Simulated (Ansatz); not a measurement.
# Hf4ZrRu: a trial structure relaxed

The task: take a trial cell of Hf4ZrRu to zero force and stress.

Method: DFT PBE, scalar-relativistic, plane waves, PAW, in Ansatz 0.2.0.

## (1) The system as given

It takes space group P-6m2 (No. 187, hexagonal). Conventional cell: a = 4.481 Å, b = 4.481 Å, c = 6.287 Å, α = 90.00°, β = 90.00°, γ = 120.00°. Zr (site symmetry -6m2) is surrounded by 6 Hf at 2.59 Å. Around Hf (site symmetry 3m) lie 2 Hf at 2.02 to 2.25 Å. Around Hf (site symmetry -6m2) lie 2 Hf at 2.02 Å. Hf (site symmetry -6m2) has 3 Hf at 2.59 Å and 3 Zr at 2.59 Å as nearest neighbours. Around Ru (site symmetry -6m2) lie 6 Hf at 2.82 Å and 2 Zr at 3.14 Å.

Structure file:

```
CELL_PARAMETERS angstrom
4.48078 0.00000 0.00000
-2.24039 3.88047 0.00000
0.00000 0.00000 6.28725
ATOMIC_POSITIONS crystal
Zr 0.00000 0.00000 0.00000
Hf 0.66667 0.33333 0.67888
Hf 0.66667 0.33333 0.32112
Hf 0.66667 0.33333 0.00000
Hf 0.33333 0.66667 0.00000
Ru 0.00000 0.00000 0.50000
```

A structure generator made this guess: random cell by space group and Wyckoff sites (P-6m2, No. 187). Its size is a rough estimate.

## (2) The guess as it stands, on a coarse mesh

Contents of input.yaml:

```yaml
crystal:
  lattice:
    - [4.48077624, 0.0, 0.0]
    - [-2.24038812, 3.88046605, 0.0]
    - [0.0, 0.0, 6.28724848]
  atoms:
    - { symbol: Zr, position: [0.0, 0.0, 0.0] }
    - { symbol: Hf, position: [0.66666667, 0.33333333, 0.67887928] }
    - { symbol: Hf, position: [0.66666667, 0.33333333, 0.32112072] }
    - { symbol: Hf, position: [0.66666667, 0.33333333, 0.0] }
    - { symbol: Hf, position: [0.33333333, 0.66666667, 0.0] }
    - { symbol: Ru, position: [0.0, 0.0, 0.5] }
basis:
  ecutwfc: 420
kpoints:
  mp_grid: { grid: [6, 6, 4] }
hamiltonian:
  xc: pbe
scf:
  occupations: { method: gaussian, width: 0.1 }
  lower_state_search: "off"
output:
  forces: true
  stress: true
  eigenvalues: true
```

Started as:

```
$ ansatz run input.yaml --threads 1 --pin off --max-ram 2560MiB --backend cpu --events-out ev --progress --plain --runs-dir out
```

Further runs follow: rough relaxation on the coarse mesh; spin check on a coarse mesh; full relaxation.

What does the calculation give? Wanted: conventional cell; volume; energy over the elements; gap on the mesh.

**Answer**, as computed:

| quantity | value |
| --- | --- |
| symmetry at the end (tolerance 0.05 Å) | space group P-6m2 (No. 187) |
| conventional cell | a = 4.743 Å, b = 4.743 Å, c = 8.094 Å, α = 90.00°, β = 90.00°, γ = 120.00° |
| volume | 26.28 Å³/atom |
| energy over the elements | +1.19 eV/atom |
| gap on the mesh | none (metal) |

**Reading.** The space group P-6m2 (No. 187) is kept, and the volume per atom grows by 44.2 % from the first guess. With a positive formation energy it can't be a ground state. No finished test with a distortion of lower symmetry is shown, so the end may be a saddle point. The runs treat Hf without spin-orbit coupling. Other magnetic orders were not searched.
